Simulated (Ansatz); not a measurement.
Task: a relaxation followed by a look at the electronic structure of FeNi₃, space group Fm-3m, with Ansatz 0.2.0 through its Python package. Give the script and its output. Settings (first run): PBEsol, PAW, cutoff 550 eV, 7×7×7 k-points, Fermi-Dirac smearing of 0.1 eV, collinear spin.

```yaml
crystal:
  lattice:
    - [0.00000, 2.79037, 2.79037]
    - [2.79037, 0.00000, 2.79037]
    - [2.79037, 2.79037, 0.00000]
  atoms:
    - { symbol: Fe, position: [0.00000, 0.00000, 0.00000] }
    - { symbol: Ni, position: [0.75000, 0.75000, 0.75000] }
    - { symbol: Ni, position: [0.25000, 0.25000, 0.25000] }
    - { symbol: Ni, position: [0.50000, 0.50000, 0.50000] }
```

The script, `pipeline_feni3.py`:
```python
import logging
import sys
import warnings

import ansatz
import numpy as np

logging.basicConfig(stream=sys.stdout, format="[%(levelname)s] %(message)s")
log = logging.getLogger("calc")
log.setLevel(logging.INFO)


def count_gap(report):
    # lowest empty less highest filled band, counting bands; zero where they overlap
    return max(report.get("gap_by_band_count_ev") or 0.0, 0.0)


def setup_for(crystal, spacing):
    return (
        crystal.calculation()
        .spin("collinear")
        .basis(550)
        .functional("pbesol")
        .occupations(ansatz.OccupationsMethod.FERMI_DIRAC, width=0.1)
        .kpoints(spacing=spacing)
    )

warnings.simplefilter("ignore", ansatz.DeckWarning)

lattice = ansatz.Lattice.of(
    (0.0, 2.79036987, 2.79036987),
    (2.79036987, 0.0, 2.79036987),
    (2.79036987, 2.79036987, 0.0),
)
sites = [
    ("Fe", (0.0, 0.0, 0.0), 4.5),
    ("Ni", (0.75, 0.75, 0.75), -2.0),
    ("Ni", (0.25, 0.25, 0.25), 2.0),
    ("Ni", (0.5, 0.5, 0.5), -2.0),
]
xtal = ansatz.Crystal(lattice=lattice)
for symbol, position, moment in sites:
    xtal = xtal.atom(symbol, position, moment=moment or None)

relaxed = setup_for(xtal, 0.3).relax(cell=True, force_tolerance=0.01, max_steps=40).checkpoint(write="relax.run").run(threads=1)
cell = np.asarray(relaxed.lattice.cell_ang)
print("relaxed edges (A):", np.linalg.norm(cell, axis=1).round(4), " volume:", round(abs(np.linalg.det(cell)), 3), "A^3")
for site in relaxed.lattice.sites:
    print(" ", site.symbol, np.round(site.position_frac, 4) + 0.0)

final = ansatz.Crystal.from_checkpoint("relax.run")
outcome = setup_for(final, 0.22).functional("lda").stress().band_table().density_of_states(energy_step=0.05).run(threads=1)
r = outcome.report
dos = outcome.density_of_states()
log.info(f"pressure at the relaxed cell {np.trace(r['stress_gpa']) / 3:.3f} GPa, gap by band count {count_gap(r):.3f} eV")
if count_gap(r) == 0:
    print("states/eV at the Fermi level:", round(float(np.interp(dos.fermi_ev, dos.energies_ev, dos.spin_summed_g_bin_mean_per_ev)), 3))
log.info(f"net moment {r['magnetization_mub']:.3f} muB, absolute {r['absolute_magnetization_mub']:.3f} muB")
for index, (site, m) in enumerate(zip(outcome.lattice.sites, r["site_moments_mub"])):
    log.info(f"  {index:2d} {site.symbol:2s} {m:7.3f}")
```

```console
$ python pipeline_feni3.py
RunWarning: the starting moments were not kept: 2 of 4 ended reversed and 2 kept their direction, counting a site from 0.1 μB. The largest reversed, site 1 (counted from 0, in the order of the [...]
relaxed edges (A): [3.9253 3.9253 3.9253]  volume: 42.765 A^3
  Fe [0. 0. 0.]
  Ni [0.75 0.75 0.75]
  Ni [0.25 0.25 0.25]
  Ni [0.5 0.5 0.5]
[INFO] pressure at the relaxed cell -7.975 GPa, gap by band count 0.000 eV
states/eV at the Fermi level: 3.204
[INFO] net moment 4.233 muB, absolute 4.481 muB
[INFO]    0 Fe   2.670
[INFO]    1 Ni   0.639
[INFO]    2 Ni   0.639
[INFO]    3 Ni   0.330
```
(Warnings from the package without file and line, shortened, repeats left out.)

Notes:
- The SCF didn't keep the moments it started from (some shrank, vanished or turned); what is printed is the state reached.
- The mesh is modest for a metal, so energies can be off by several to tens of meV an atom and pressures by half a GPa or more; differences at equal mesh fare better.
- Only differences from the Fermi energy are physical; the zero of the scale is a convention.
- A gap by band count of zero or less means overlapping bands, a metal.
- This cell is a computed structure, which may not be the phase found in nature.
- Gaps and levels are Kohn-Sham values on a finite set of k-points.
- Where the second run takes another functional or mesh than the relaxation, its pressure isn't zero; pressure is positive in compression.
- The density of states is complete only as far up as bands were computed.
- The script silences the warnings on its input, which a real study should read.
- Timing: 84 s on 1 thread of Intel(R) Xeon(R) Platinum 8488C (Sapphire Rapids) (shared host), peak memory 0.63 GiB.
